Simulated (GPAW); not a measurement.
CuI:

```
Cu I
1.0
     0.00000    3.03150    3.03150
     3.03150    0.00000    3.03150
     3.03150    3.03150    0.00000
Cu I
1 1
Direct
  0.75000 0.75000 0.75000
  0.00000 0.00000 0.00000
```

Program: GPAW 26.7.0. Alike in all runs: no spin polarisation; cell as given; k mesh 7 × 7 × 7; cutoff (eV) 600; smearing fermi-dirac 0.05 eV.

Question: Order these runs on this cell by their band gap on the k mesh, lowest first.
A. level TB-mBJ; potentials or basis GPAW PAW data sets for LDA (gpaw-data 1.2.1), pw
B. level GLLB-SC; potentials or basis the program's PAW data sets (release 1.2.1) made for this functional, pw
C. level LDA; potentials or basis the program's PAW data sets (release 1.2.1) made for this functional, pw; band path GXWKGLUWLK,UX; band points 60

Answer: C (0.96 eV), B (1.78 eV), A (2.18 eV).

Caveats: spin-orbit coupling is left out, which moves the levels of the heavy elements; a model potential gives levels but no total energy (some runs).

Runs at the PBE level aren't shown here.
